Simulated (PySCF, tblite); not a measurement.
**C₇H₆N₄Si: infrared bands and NMR shifts**

What infrared bands and NMR shifts should C₇H₆N₄Si (`N#Cc1cc2nn[nH]c2cc1[SiH3]`) show?

Programs: tblite 0.8.0 and PySCF 2.14.0, with density-fitted response routines of our own. Each step states its level of theory. These are calculated values for one molecule in the gas phase, unless marked as measured. Atoms count from 0, in the outputs and in this text.

## 1. Starting geometry

18 atoms, charge 0, multiplicity 1; geometry from: GFN2-xTB.

Bonds of the start (Å): N0–C1 1.15, C1–C2 1.41, C2–C3 1.39, C3–C4 1.39, C4–N5 1.37, N5–N6 1.26, N6–N7 1.34, N7–C8 1.36, C8–C9 1.39, C9–C10 1.38, C10–Si11 1.90, C10–C2 1.42, C8–C4 1.42, C3–H12 1.08, N7–H13 1.01, C9–H14 1.08, Si11–H15 1.46, Si11–H16 1.46, Si11–H17 1.46.

## 2. Infrared spectrum with GFN2-xTB

Job settings and geometry (Å):

```
{"job": {"kind": "ir", "xc": "GFN2-xTB", "basis": "xTB"}, "charge": 0, "multiplicity": 1}
N      2.615658     2.427824    -1.172458
C      1.717430     1.795351    -0.843096
C      0.605316     1.020736    -0.439364
C     -0.655794     1.589496    -0.511120
C     -1.723741     0.796095    -0.105620
N     -3.067760     1.028071    -0.045638
N     -3.644844    -0.003467     0.393762
N     -2.749367    -0.970164     0.650219
C     -1.498135    -0.527928     0.353994
C     -0.224754    -1.079344     0.418146
C      0.843030    -0.302339     0.019475
Si     2.616223    -0.971458     0.073650
H     -0.807188     2.597150    -0.863990
H     -3.041732    -1.864550     1.008508
H     -0.072305    -2.088109     0.770151
H      3.399496    -0.139474     0.983664
H      3.159335    -0.959151    -1.282264
H      2.520372    -2.342422     0.580323
```

**Question.** This job is followed by: GIAO PBE0/pcSseg-1 NMR shielding, non-relativistic, gas phase. Predict these results of the whole session: strongest single infrared mode (GFN2-xTB); zero-point energy (GFN2-xTB); ¹³C shifts against TMS (PBE0/pcSseg-1); ¹H shifts against TMS (PBE0/pcSseg-1, means over atoms taken as alike); ¹⁵N shifts against NH3 (PBE0/pcSseg-1); ²⁹Si shifts against TMS (PBE0/pcSseg-1).

The runs gave:

| quantity | value |
| --- | --- |
| strongest single infrared mode (GFN2-xTB) | 793 cm⁻¹, 454 km/mol |
| zero-point energy (GFN2-xTB) | 72.2 kcal/mol |
| ¹³C shifts against TMS (PBE0/pcSseg-1) | 149.7, 141.1, 141.0, 134.0, 124.8, 121.6, 117.7 ppm |
| ¹H shifts against TMS (PBE0/pcSseg-1, means over atoms taken as alike) | 11.33, 8.99, 8.21, 4.82 ppm |
| ¹⁵N shifts against NH3 (PBE0/pcSseg-1) | 419.8, 380.3, 320.6, 234.4 ppm |
| ²⁹Si shifts against TMS (PBE0/pcSseg-1) | -65.2 ppm |

What this shows: No mode is imaginary among the 48: a minimum at this level. The strongest single mode, at 793 cm⁻¹, has its largest shares on H17, H15 and H16 (the list is cut at 3 atoms). Unscaled tight-binding wavenumbers are off by several per cent, some by more. Its intensities can rank the bands wrongly. NICS(1)zz of -28 ppm above the planar ring from C2 marks a diatropic (aromatic) ring current. NICS(1)zz of -34 ppm above the planar ring from C4 marks a diatropic (aromatic) ring current.
